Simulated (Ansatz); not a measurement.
# Be2Cu11Ni3: the cost of one run

Method: DFT PBE, scalar-relativistic, plane waves, PAW, in Ansatz 0.2.0.

## Step 1: The structure to begin with

The cell holds 16 atoms (Be2Cu11Ni3): a = 5.616 Å, b = 5.635 Å, c = 5.823 Å, α = 90.51°, β = 90.83°, γ = 92.29°.

It is the last frame of an earlier stage of the same melt, run at 1520 K.

As a file:

```cif
data_structure
_symmetry_space_group_name_H-M 'P 1'
_symmetry_Int_Tables_number 1
_cell_length_a 5.6165
_cell_length_b 5.6353
_cell_length_c 5.8226
_cell_angle_alpha 90.512
_cell_angle_beta 90.833
_cell_angle_gamma 92.291
_cell_volume 184.11
loop_
_atom_site_label
_atom_site_type_symbol
_atom_site_fract_x
_atom_site_fract_y
_atom_site_fract_z
_atom_site_occupancy
Cu1 Cu 0.86589 0.03326 0.72661 1
Cu2 Cu 0.11137 0.78442 0.94354 1
Cu3 Cu 0.35943 0.98844 0.21944 1
Cu4 Cu 0.62048 0.29496 0.96624 1
Cu5 Cu 0.43136 0.01228 0.72761 1
Cu6 Cu 0.90284 0.54660 0.18098 1
Cu7 Cu 0.62178 0.75600 0.99611 1
Cu8 Cu 0.64326 0.29212 0.43303 1
Cu9 Cu 0.61802 0.77867 0.46321 1
Cu10 Cu 0.35147 0.51448 0.20036 1
Cu11 Cu 0.13684 0.28144 0.48806 1
Ni1 Ni 0.38132 0.52361 0.72004 1
Ni2 Ni 0.90691 0.09142 0.14214 1
Ni3 Ni 0.09691 0.82008 0.46590 1
Be1 Be 0.88556 0.50232 0.75340 1
Be2 Be 0.14997 0.26576 0.96009 1
```

## Step 2: Dynamics at 840 K

One k point, a Fermi-Dirac width of 0.072 eV and a fixed cell.

Contents of input.yaml:

```yaml
crystal:
  lattice:
    - [5.615181, -0.112583, -0.041801]
    - [-0.112583, 5.634136, -0.026009]
    - [-0.041801, -0.026009, 5.822343]
  atoms:
    - { symbol: Cu, position: [0.8658894546, 0.0332560566, 0.7266101264] }
    - { symbol: Cu, position: [0.1113702024, 0.7844218004, 0.9435435803] }
    - { symbol: Cu, position: [0.3594290277, 0.9884442423, 0.2194413389] }
    - { symbol: Cu, position: [0.6204835919, 0.2949584828, 0.9662408675] }
    - { symbol: Cu, position: [0.4313562851, 0.0122846083, 0.7276070177] }
    - { symbol: Cu, position: [0.9028399485, 0.5466006678, 0.1809829154] }
    - { symbol: Cu, position: [0.621778831, 0.7560027876, 0.9961053668] }
    - { symbol: Cu, position: [0.6432595438, 0.2921168831, 0.433029321] }
    - { symbol: Cu, position: [0.6180223073, 0.7786729185, 0.4632143319] }
    - { symbol: Cu, position: [0.3514686459, 0.5144795325, 0.2003645123] }
    - { symbol: Cu, position: [0.1368443047, 0.281444469, 0.4880574216] }
    - { symbol: Ni, position: [0.3813171012, 0.5236066182, 0.7200448025] }
    - { symbol: Ni, position: [0.9069126756, 0.0914164374, 0.142143565] }
    - { symbol: Ni, position: [0.0969081598, 0.8200843089, 0.465904396] }
    - { symbol: Be, position: [0.8855637191, 0.5023224642, 0.7534043927] }
    - { symbol: Be, position: [0.1499749247, 0.2657629228, 0.96008746] }
  symmetry: { detect: false }
basis:
  ecutwfc: 420
  xc_grid: 1
kpoints:
  mp_grid: { grid: [1, 1, 1], shift: [0.25, 0.25, 0.25] }
hamiltonian:
  xc: pbe
scf:
  occupations: { method: fermi_dirac, width: 0.0724 }
  lower_state_search: "off"
  convergence: { dr2_threshold: 1.0e-05 }
output:
  forces: true
  stress: true
md:
  timestep: 1.5
  n_steps: 122
  ensemble: nvt_langevin
  friction: 0.03
  temperature: 840.0
  initial_velocities: maxwell_boltzmann
  seed: 79325
```

The run is started by

```console
$ ansatz run input.yaml --threads 2 --pin off --max-ram 5120MiB --backend cpu --events-out ev --progress --plain --runs-dir out
```

**Question.** How long does this run take on 2 threads of Arm Neoverse V2, shared host, and how much memory does it need?

About 3.2 min, with a peak of 0.47 GiB.
